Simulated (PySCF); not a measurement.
# CoSH: quintet, from a PBE0 minimum start

Where does quintet CoSH go from a PBE0 minimum start, is the end point a minimum, and what are its modes, charges and moments?

Method: PBE0, basis Co def2-TZVP, S def2-TZVP, H def2-TZVP, no relativity, density fitting; program: PySCF 2.14.0.

### 1 The system as given

3 atoms, charge 0, spin multiplicity 5.

Bond lengths: Co1–S2 2.081 Å, Co1–H3 1.584 Å. Angles: S2–Co1–H3 159.2°.

Coordinates in bohr (charge 0 multiplicity 5):
```
Co    1.2830    0.0000   -0.3764
S    -2.4996    0.0000    0.6978
H     4.2645    0.0000   -0.1186
```

### 2 Finding the electronic state

One driver script runs all steps and calls PySCF; scf.py shows how it sets up the SCF of each step. The optimiser is the driver's own. After this first run the driver tries any further starts and a stability analysis.

Contents of scf.py:

```python
from pyscf import gto, scf, dft
mol = gto.M(atom='''
Co     0.678916     0.000000    -0.199164
S     -1.322721     0.000000     0.369249
H      2.256656     0.000000    -0.062768''',
    basis={'Co': 'def2-TZVP', 'S': 'def2-TZVP', 'H': 'def2-TZVP'},
    charge=0, spin=4)
mf = dft.UKS(mol, xc='PBE0')
mf.grids.atom_grid = (50, 194)
aux = {'Co': 'def2-universal-JKFIT', 'S': 'def2-universal-JKFIT', 'H': 'def2-universal-JKFIT'}
mf = mf.density_fit(auxbasis=aux)
mf.conv_tol = 1e-08
mf.diis_space = 10
mf.max_cycle = 60
mf.init_guess = 'minao'
mf.verbose = 4
mf.kernel()
```

On the command line:

```bash
$ OMP_NUM_THREADS=2 python axn.py task.json out
```

What it wrote:

```text
[... the frontier levels of the middle cycles are left out ...]
init E= -1780.20160714096
[... the frontier-level lines of each cycle are left out ...]
cycle= 1 E= -1763.89450632425  delta_E= 16.3  |g|= 5.67  |ddm|=   17
cycle= 2 E= -1738.92704536488  delta_E=   25  |g|= 11.2  |ddm|=   19
cycle= 3 E= -1766.44369616941  delta_E= -27.5  |g|= 7.48  |ddm|= 7.13
cycle= 4 E= -1770.38156909782  delta_E= -3.94  |g|= 6.55  |ddm|= 1.56
cycle= 5 E= -1772.73056154549  delta_E= -2.35  |g|= 5.68  |ddm|= 0.676
cycle= 6 E= -1777.03417322935  delta_E= -4.3  |g|= 4.01  |ddm|= 1.61
cycle= 7 E= -1778.43775371862  delta_E= -1.4  |g|= 3.08  |ddm|= 0.508
cycle= 8 E= -1780.71135185483  delta_E= -2.27  |g|= 1.25  |ddm|= 1.03
cycle= 9 E= -1779.96779999086  delta_E= 0.744  |g|=  1.8  |ddm|=    1
cycle= 10 E= -1780.4975184038  delta_E= -0.53  |g|=  1.4  |ddm|= 0.342
cycle= 11 E= -1780.53421696829  delta_E= -0.0367  |g|= 1.35  |ddm|= 0.105
cycle= 12 E= -1780.83124803348  delta_E= -0.297  |g|= 1.17  |ddm|= 0.893
cycle= 13 E= -1781.12893202937  delta_E= -0.298  |g|= 0.147  |ddm|= 0.334
cycle= 14 E= -1781.1414756924  delta_E= -0.0125  |g|= 0.179  |ddm|= 0.196
[... 3 cycles left out ...]
cycle= 18 E= -1781.16371979531  delta_E= -0.00093  |g|= 0.0143  |ddm|= 0.0496
cycle= 19 E= -1781.16414973082  delta_E= -0.00043  |g|= 0.00539  |ddm|= 0.0355
cycle= 20 E= -1781.16440729323  delta_E= -0.000258  |g|= 0.00886  |ddm|= 0.0307
cycle= 21 E= -1781.16466524031  delta_E= -0.000258  |g|= 0.00548  |ddm|= 0.0303
cycle= 22 E= -1781.16486282117  delta_E= -0.000198  |g|= 0.00438  |ddm|= 0.0256
cycle= 23 E= -1781.16525212182  delta_E= -0.000389  |g|= 0.00323  |ddm|= 0.0589
cycle= 24 E= -1781.16549684131  delta_E= -0.000245  |g|= 0.00463  |ddm|= 0.0731
cycle= 25 E= -1781.16550846873  delta_E= -1.16e-05  |g|= 0.00237  |ddm|= 0.0145
cycle= 26 E= -1781.16548969677  delta_E= 1.88e-05  |g|= 0.00181  |ddm|= 0.0267
cycle= 27 E= -1781.16551300825  delta_E= -2.33e-05  |g|= 0.000243  |ddm|= 0.021
cycle= 28 E= -1781.16551280894  delta_E= 1.99e-07  |g|= 0.000255  |ddm|= 0.00164
cycle= 29 E= -1781.16551322644  delta_E= -4.17e-07  |g|= 6.4e-05  |ddm|= 0.00307
cycle= 30 E= -1781.16551323891  delta_E= -1.25e-08  |g|= 2.67e-05  |ddm|= 0.000559
cycle= 31 E= -1781.16551324125  delta_E= -2.34e-09  |g|= 1.68e-05  |ddm|= 0.000193
Extra cycle  E= -1781.16551323988  delta_E= 1.37e-09  |g|= 7.35e-05  |ddm|= 3.95e-05
converged SCF energy = -1781.16551323988  <S^2> = 6.0231236  2S+1 = 5.0092409
```

This step, with its further starts and checks, needed 38 s of wall time on 2 threads of Arm Neoverse N1, shared host.

Energies from each starting density:

```
                      start   energy (Eh)
    the minimal-basis guess  -1781.165513
a thermally smeared density  -1781.167231
      a smeared PBE density  -1781.167232
```

The first run landed in a state that is too high. Following the other starts and the instabilities gains 4.5 kJ/mol (-1781.16723 Eh), and the work goes on from there.

### 3 PBE0 minimum start, quintet: relaxation

The program finds Cs symmetry in the start, which this walk keeps.

scf.py, as its differences from that of step 2:

```diff
@@ -3,3 +3,3 @@
-Co     0.678916     0.000000    -0.199164
-S     -1.322721     0.000000     0.369249
-H      2.256656     0.000000    -0.062768''',
+Co     0.678972     0.000000    -0.199219
+S     -1.322665     0.000000     0.369194
+H      2.256712     0.000000    -0.062823''',
@@ -15 +14,0 @@
-mf.init_guess = 'minao'
```

Steps of the walk:

```
step   energy (Eh)  change (kJ/mol)  largest symmetric gradient (Eh/bohr)
   0  -1781.167231             0.00                               0.00653
   1  -1781.167360            -0.34                               0.00368
   2  -1781.167417            -0.49                               0.00033
   3  -1781.167418            -0.49                               0.00025
```

The walk took 12 s.

End point (Cs, 3 steps, 0.5 kJ/mol gained): Co–H 1.581 Å, Co–S 2.111 Å; H–Co–S 159.8°.

### 4 Frequencies

On the finer grid the gradient is checked again; gradients at displacements of ±0.02 bohr then give force constants and infrared intensities.

scf.py, as its differences from that of step 3:

```diff
@@ -3,3 +3,3 @@
-Co     0.678972     0.000000    -0.199219
-S     -1.322665     0.000000     0.369194
-H      2.256712     0.000000    -0.062823''',
+Co     0.690851     0.000000    -0.190824
+S     -1.345731     0.000000     0.364804
+H      2.267474     0.000000    -0.075061''',
@@ -9 +9 @@
-mf.grids.atom_grid = (50, 194)
+mf.grids.atom_grid = (75, 302)
@@ -12 +12 @@
-mf.conv_tol = 1e-08
+mf.conv_tol = 1e-10
```

This SCF starts from the last density.

SCF at the final geometry:

```text
init E= -1781.1673438047
[... the frontier-level lines of each cycle are left out ...]
cycle= 1 E= -1781.16734380471  delta_E= -8.19e-12  |g|= 3.16e-06  |ddm|= 3.52e-06
Extra cycle  E= -1781.16734380468  delta_E= 3.32e-11  |g|= 1.14e-05  |ddm|= 6.15e-06
converged SCF energy = -1781.16734380468  <S^2> = 6.0219851  2S+1 = 5.0087863
```

The whole step took 1.9 min.

Geometry: Cs; Co–H 1.581 Å, Co–S 2.111 Å; H–Co–S 160.5°.

Harmonic modes (main isotopes):

```tsv
symmetry	ω (cm⁻¹)	IR (km/mol)	μ (u)
a'	278	134	1.08
a'	375	24.4	31.22
a'	1811	347	1.02
```

No imaginary mode, so this is a minimum.

Properties at this point:

| Property | Result |
| --- | --- |
| Dipole moment | 1.14 D |
| Highest occupied level | -7.47 eV |
| Lowest empty level | -4.21 eV |
| Rotational constants | 64.26, 0.1732, 0.1727 cm⁻¹ |
| Zero-point energy | 14.7 kJ/mol |
| Principal polarisabilities | 31.4, 33.5, 78.9 bohr³ |
| Atomisation energy without zero-point energy | 540 kJ/mol |
| Principal traceless quadrupole moments about the centre of mass | -8.47, 2.71, 5.77 D Å |
| Entropy at 298.15 K and 1 bar (electronic part: spin only) | 270.6 J/(mol K) |
| Heat capacity Cp at 298.15 K | 46.9 J/(mol K) |
| Enthalpy at 298.15 K above 0 K | 11.97 kJ/mol |
| Rotational symmetry number | 1 |
| Spin squared ⟨S²⟩ | 6.022 |

Populations by atom (charges in e):

```json
{"atom": "Co1", "Mulliken": "0.46", "Löwdin": "0.14", "polar tensor": "0.90", "spin (Mulliken)": "2.88", "Mayer order to Co1": "–"}
{"atom": "S2", "Mulliken": "-0.30", "Löwdin": "0.05", "polar tensor": "-0.43", "spin (Mulliken)": "1.15", "Mayer order to Co1": "1.37"}
{"atom": "H3", "Mulliken": "-0.16", "Löwdin": "-0.19", "polar tensor": "-0.46", "spin (Mulliken)": "-0.03", "Mayer order to Co1": "0.92"}
```

Mulliken populations on Co1: s 6.74, p 12.43, d 7.37, f 0.00.

### 5 Summary of results

| quantity | value |
| --- | --- |
| minimum | quintet, Cs |
| geometry | Co–H 1.581 Å, Co–S 2.111 Å; H–Co–S 160.5° |
| wavenumbers (cm⁻¹) | 278 (a'), 375 (a'), 1811 (a') |
| dipole moment | 1.14 D |
| highest occupied, lowest empty level (either spin) | -7.47, -4.21 eV |
| polar-tensor charge of Co1 | +0.90 e |
| zero-point energy | 14.7 kJ/mol |
| entropy at 298.15 K | 270.6 J/(mol K) |
| atomisation energy (no zero-point energy) | 540 kJ/mol |
| ⟨S²⟩ | 6.022 |

**Reading.** The PBE0 minimum start keeps its Cs symmetry and ends in a minimum. In the infrared the band at 1811 cm⁻¹ (a', stretch) leads. Most of the spin sits on Co1 (Mulliken spin 2.88, against 4 for the whole molecule). The first SCF alone would have been 5 kJ/mol too high. Only this shape and spin were tried, so other structures or states may lie lower. One determinant may miss the lowest occupation of an open d or f shell.

The search up to here took 2.7 min.
